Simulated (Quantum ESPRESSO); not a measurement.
A calculation with Quantum ESPRESSO 7.5 of Mo5Rh3 (native input, structure typed inline):

pw.in

```
&CONTROL
  calculation = 'scf'
  prefix = 'pwscf'
  outdir = './tmp'
  pseudo_dir = './pseudo'
  tprnfor = .true.
  tstress = .true.
  disk_io = 'nowf'
/
&SYSTEM
  ibrav = 0
  nat = 8
  ntyp = 2
  ecutwfc = 60
  nbnd = 77
  occupations = 'smearing'
  smearing = 'fd'
  degauss = 0.00367493
/
&ELECTRONS
  conv_thr = 1.6d-09
  electron_maxstep = 120
  mixing_beta = 0.5
/
ATOMIC_SPECIES
Mo    95.9500 Mo_ONCV_PBE-1.0.oncvpsp.upf
Rh   102.9055 Rh_ONCV_PBE-1.0.oncvpsp.upf
CELL_PARAMETERS angstrom
   6.6656217200    0.0000000000    0.0000000000
  -3.3328108600    5.7725977400    0.0000000000
   0.0000000000    0.0000000000    6.1049658200
ATOMIC_POSITIONS crystal
Mo     0.5000000000    0.0000000000    0.5000000000
Mo     0.0000000000    0.5000000000    0.5000000000
Mo     0.5000000000    0.5000000000    0.5000000000
Mo     0.3333333300    0.6666666700    0.5000000000
Mo     0.6666666700    0.3333333300    0.5000000000
Rh     0.5000000000    0.0000000000    0.0000000000
Rh     0.0000000000    0.5000000000    0.0000000000
Rh     0.5000000000    0.5000000000    0.0000000000
K_POINTS automatic
5 5 5 0 0 0
```

Potentials or basis: SSSP 1.3 efficiency PBE.

Command:

```sh
$ OMP_NUM_THREADS=1 pw.x -in pw.in > pw.out
```

The cell was built by a generator and needn't be a form met in nature.

Write the same calculation in another form: ASE script, structure typed inline.

As run:

Contents of run.py:

```python
import numpy as np
from ase.calculators.espresso import Espresso, EspressoProfile
from ase import Atoms

atoms = Atoms(['Mo', 'Mo', 'Mo', 'Mo', 'Mo', 'Rh', 'Rh', 'Rh'],
              cell=[[6.66562172, 0.0, 0.0], [-3.33281086, 5.77259774, 0.0], [0.0, 0.0, 6.10496582]],
              scaled_positions=[[0.5, 0.0, 0.5], [0.0, 0.5, 0.5], [0.5, 0.5, 0.5], [0.33333333, 0.66666667, 0.5], [0.66666667, 0.33333333, 0.5], [0.5, 0.0, 0.0], [0.0, 0.5, 0.0], [0.5, 0.5, 0.0]],
              pbc=True)

input_data = {
    'control': {'calculation': 'scf', 'prefix': 'pwscf', 'outdir': './tmp', 'tprnfor': True, 'tstress': True, 'disk_io': 'nowf'},
    'system': {'ecutwfc': 60.0, 'nbnd': 77, 'occupations': 'smearing', 'smearing': 'fd', 'degauss': 0.00367493},
    'electrons': {'conv_thr': 1.6e-09, 'electron_maxstep': 120, 'mixing_beta': 0.5},
}
pseudopotentials = {'Rh': 'Rh_ONCV_PBE-1.0.oncvpsp.upf', 'Mo': 'Mo_ONCV_PBE-1.0.oncvpsp.upf'}
profile = EspressoProfile(command='pw.x', pseudo_dir='pseudo')
dft = Espresso(profile=profile, input_data=input_data, pseudopotentials=pseudopotentials, kpts=(5, 5, 5), koffset=(0, 0, 0))
atoms.calc = dft

print(f'energy {atoms.get_potential_energy():.8f} eV')
print('forces (eV/A)')
print(np.round(atoms.get_forces(), 6))
print('stress (eV/A^3, Voigt)')
print(np.round(atoms.get_stress(), 8))
print(f'Fermi level {dft.get_fermi_level():.4f} eV')
```

Potentials or basis: SSSP 1.3 efficiency PBE.

Command:

```sh
$ OMP_NUM_THREADS=1 python run.py
```

Both were run:

|  | native input, structure typed inline | ASE script, structure typed inline |
| --- | --- | --- |
| Pressure | 26.0 GPa | 26.0 GPa |
| Band gap on the k mesh | none (metal or under the smearing width) | none (metal or under the smearing width) |

Keys that steer only the numerical path or the files written may differ.

Caveat: so large a pressure means that the cell lies far from this level's equilibrium, or that cutoff or potentials fall short.
